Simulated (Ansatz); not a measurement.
# RbLuO2, space group R-3m: a single point

Computed with the Ansatz DFT code, driven from Python.

`run_scf.py`:
```python
"""SCF run for RbLuO2."""

import json
import warnings

import ansatz
from ase.data import atomic_numbers
import numpy as np
import spglib

warnings.simplefilter("ignore", ansatz.DeckWarning)

lattice = ansatz.Lattice.of(
    (1.7, 0.98149546, 6.38333333),
    (-1.7, 0.98149546, 6.38333333),
    (0.0, -1.96299092, 6.38333333),
)
sites = [
    ("Rb", (0.0, 0.0, 0.0)),
    ("Lu", (0.5, 0.5, 0.5)),
    ("O", (0.223, 0.223, 0.223)),
    ("O", (0.777, 0.777, 0.777)),
]
system = ansatz.Crystal(lattice=lattice)
for symbol, position in sites:
    system = system.atom(symbol, position)

# settings of the run
base = system.calculation()
base = base.functional(ansatz.Functional.R2SCAN).kpoints(5)
base = base.occupations("fixed")
base = base.band_table()
planned = base.session().plan(threads=1)
facts = planned.describe()
print("plan:", facts["n_bands"], "bands,", len(facts["kpoints_frac"]), "k-points, plane waves", facts["n_pw_range"], "grid", facts["fft_dense"])
res = planned.execute()
r = res.report

print(f"free energy      {r['free_energy_ev']:.5f} eV")
print(f"per atom         {r['free_energy_ev'] / len(res.lattice.sites):.5f} eV")
print(f"SCF iterations   {r['n_iterations']}  (converged: {r['converged']})")

keep = ["free_energy_ev", "energy_sigma0_ev", "fermi_energy_ev", "n_iterations", "converged", "magnetization_mub", "n_kpoints"]
with open("rbluo2.json", "w") as handle:
    json.dump({key: r[key] for key in keep}, handle, indent=1)

# the band energy is the weighted sum of filled levels
eps, occ = np.array(r["eigenvalues_ev"]), np.array(r["occupations"])
wk = np.tile(r["kweights"], len(eps) // len(r["kweights"]))
print(f"sum of w f eps = {wk @ (eps * occ).sum(axis=1):.4f} eV, reported band energy {r['components']['e_band']:.4f} eV")

spg_cell = (res.lattice.cell_ang, [s.position_frac for s in res.lattice.sites], [atomic_numbers[s.symbol] for s in res.lattice.sites])
# space group as spglib finds it
for tolerance in (1e-5, 1e-3, 1e-1):
    print(f"symprec {tolerance:g} A: {spglib.get_spacegroup(spg_cell, symprec=tolerance)}")
print("operations used by the run:", r["n_symmetry_ops"])

print(base.to_yaml())

# band edges over the mesh points; the true edges can lie between them
levels = np.array(r["eigenvalues_ev"])
filled = round(r["n_electrons"] / 2)
top, bottom = levels[:, filled - 1], levels[:, filled]
print("top of band", filled, "at k =", r["kpoints_frac"][top.argmax()], f"{top.max():.4f} eV")
print("bottom of band", filled + 1, "at k =", r["kpoints_frac"][bottom.argmin()], f"{bottom.min():.4f} eV")
print(f"gap by band count {bottom.min() - top.max():.3f} eV, least direct gap {(bottom - top).min():.3f} eV")
```

```console
$ python run_scf.py
plan: 28 bands, 19 k-points, plane waves [1611, 1637] grid [25, 25, 50]
free energy      -19165.43651 eV
per atom         -4791.35913 eV
SCF iterations   9  (converged: True)
sum of w f eps = -24.9823 eV, reported band energy -24.9823 eV
symprec 1e-05 A: R-3m (166)
symprec 0.001 A: R-3m (166)
symprec 0.1 A: R-3m (166)
operations used by the run: 12
crystal:
  lattice:
    - [1.7, 0.98149546, 6.38333333]
    - [-1.7, 0.98149546, 6.38333333]
    - [0.0, -1.96299092, 6.38333333]
  atoms:
    - { symbol: Rb, position: [0.0, 0.0, 0.0] }
    - { symbol: Lu, position: [0.5, 0.5, 0.5] }
    - { symbol: O, position: [0.223, 0.223, 0.223] }
    - { symbol: O, position: [0.777, 0.777, 0.777] }
kpoints:
  mp_grid:
    grid: [5, 5, 5]
hamiltonian:
  xc: r2scan
scf:
  occupations:
    method: fixed
output:
  eigenvalues: true

top of band 23 at k = [0.0, 0.0, 0.0] 10.0454 eV
bottom of band 24 at k = [0.2, -0.4, -0.4] 13.9209 eV
gap by band count 3.875 eV, least direct gap 4.003 eV
```

It writes `rbluo2.json`:
```json
{
 "free_energy_ev": -19165.436509864026,
 "energy_sigma0_ev": -19165.436509864026,
 "fermi_energy_ev": 10.045419180758778,
 "n_iterations": 9,
 "converged": true,
 "magnetization_mub": 0.0,
 "n_kpoints": 19
}
```

Absolute energies stand on the zero of these potentials, so only differences at equal settings mean something. Along an axis with an odd division the mesh misses the point at one half; a gap read on a finite mesh is an upper bound on this functional's gap. Semilocal gaps usually lie well under measured ones. Energy and stress may still move on a finer k-point mesh. The structure is a deposited one; some such entries were measured under pressure or heat, so a shift against it needn't be the functional's error alone. Gaps and levels are Kohn-Sham values on a finite set of k-points, without spin-orbit coupling. It ran for 11 s on 1 thread of Arm Neoverse N1 (shared host), peak memory 0.51 GiB.

(A comment or docstring line of the script was reworded after the run, the code is as it ran; lines on the test bed's own set-up are left out of the output.)
